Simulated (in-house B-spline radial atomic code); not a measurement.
# Sn⁵⁺: binding energies from hole states

Aim: the cost of two holes at once in Sn⁵⁺, against the sum of the two single holes.

Method: Dirac-Hartree-Fock, average of configuration, Fermi nucleus, basis-set limit. Code: in-house B-spline radial atomic code version 1.

**1. The atom as given**

* element: tin (Z = 50)
* charge: +5
* electrons: 45
* configuration: [Kr] 4d9
* Hamiltonian: Dirac-Coulomb
* nucleus: Fermi, rms radius 4.652 fm

The outer shells:

[Kr] 4d9
```
[Kr] core
4d [↑↓][↑↓][↑↓][↑↓][↑ ]
```

The boxes draw the filling by Hund's rule, which heavy ions in jj coupling don't follow; these runs average over all states of the configuration.

Input settings:

```ini
Z = 50
electrons = 45.0
configuration = [Kr] 4d9
hamiltonian = dirac
method = hf
spin_polarised = False
nucleus = fermi
rms_radius = 4.6519
mass_number = 120
atomic_mass = 119.902202557
speed_of_light = 137.035999084
```

This reference run was done before. Its total energy is -6170.126788 hartree, and its levels are (the highest eight at most):

| orbital | occupation | energy (eV) | <r> (bohr) |
| --- | --- | --- | --- |
| 3p3/2 | 4 | -806.29 | 0.3394 |
| 3d3/2 | 4 | -583.51 | 0.3117 |
| 3d5/2 | 6 | -574.65 | 0.3152 |
| 4s1/2 | 2 | -222.03 | 0.8175 |
| 4p1/2 | 2 | -177.19 | 0.8606 |
| 4p3/2 | 4 | -169.13 | 0.8861 |
| 4d3/2 | 3.6 | -97.363 | 1.027 |
| 4d5/2 | 5.4 | -96.163 | 1.039 |

Single holes known from earlier runs (ΔSCF): 1s 29372.5 eV, 2p1/2 4243.88 eV, 3s 965.15 eV, 3p1/2 837.24 eV, 3p3/2 794.14 eV, 4p1/2 174.78 eV, 4p3/2 166.90 eV, 4d 95.011 eV.

**2. The 2p1/2 and 2p1/2 holes**

In configurations, a minus sign after the shell means j = l − 1/2 and a plus sign j = l + 1/2; the count of electrons follows.

Input settings:

```ini
Z = 50
electrons = 43.0
configuration = 1s2 2s2 2p+4 3s2 3p6 3d10 4s2 4p6 4d9
hamiltonian = dirac
method = hf
spin_polarised = False
nucleus = fermi
rms_radius = 4.6519
mass_number = 120
atomic_mass = 119.902202557
speed_of_light = 137.035999084
```

**3. The 3p3/2 and 4p3/2 holes**

Changes to the settings of step 2:

```diff
@@ -2,3 +2,3 @@
 electrons = 43.0
-configuration = 1s2 2s2 2p+4 3s2 3p6 3d10 4s2 4p6 4d9
+configuration = 1s2 2s2 2p6 3s2 3p-2 3p+3 3d10 4s2 4p-2 4p+3 4d9
 hamiltonian = dirac
```

**4. The 3s and 4p3/2 holes**

Changes to the settings of step 3:

```diff
@@ -2,3 +2,3 @@
 electrons = 43.0
-configuration = 1s2 2s2 2p6 3s2 3p-2 3p+3 3d10 4s2 4p-2 4p+3 4d9
+configuration = 1s2 2s2 2p6 3s1 3p6 3d10 4s2 4p-2 4p+3 4d9
 hamiltonian = dirac
```

**5. The 3p1/2 and 4d holes**

Changes to the settings of step 4:

```diff
@@ -2,3 +2,3 @@
 electrons = 43.0
-configuration = 1s2 2s2 2p6 3s1 3p6 3d10 4s2 4p-2 4p+3 4d9
+configuration = 1s2 2s2 2p6 3s2 3p-1 3p+4 3d10 4s2 4p6 4d8
 hamiltonian = dirac
```

**6. The 4p1/2 and 4d holes**

Changes to the settings of step 5:

```diff
@@ -2,3 +2,3 @@
 electrons = 43.0
-configuration = 1s2 2s2 2p6 3s2 3p-1 3p+4 3d10 4s2 4p6 4d8
+configuration = 1s2 2s2 2p6 3s2 3p6 3d10 4s2 4p-1 4p+4 4d8
 hamiltonian = dirac
```

**7. The 1s and 2p1/2 holes**

Changes to the settings of step 6:

```diff
@@ -2,3 +2,3 @@
 electrons = 43.0
-configuration = 1s2 2s2 2p6 3s2 3p6 3d10 4s2 4p-1 4p+4 4d8
+configuration = 1s1 2s2 2p-1 2p+4 3s2 3p6 3d10 4s2 4p6 4d9
 hamiltonian = dirac
```

Before running: What does each hole state cost in eV, and how does that compare with the orbital energies or single holes?

As calculated:

| two holes | ΔSCF (eV) | less the two single holes (eV) |
| --- | --- | --- |
| 2p1/2 and 2p1/2 | 8653.58 | 165.82 |
| 3p3/2 and 4p3/2 | 985.44 | 24.40 |
| 3s and 4p3/2 | 1158.26 | 26.22 |
| 3p1/2 and 4d | 956.39 | 24.13 |
| 4p1/2 and 4d | 290.63 | 20.84 |
| 1s and 2p1/2 | 33844.2 | 227.88 |

What this shows: Two holes cost more than the sum of each, because the second electron leaves a more charged ion. The excess runs from 20.8 eV (4p1/2 and 4d) to 227.9 eV (1s and 2p1/2); it tends to be largest where both holes are compact. Two partly filled shells share a symmetry and can mix in the average, which may lower the energy, in these hole states: 3p3/2 and 4p3/2. Values are for the free ion, measured from the vacuum level.
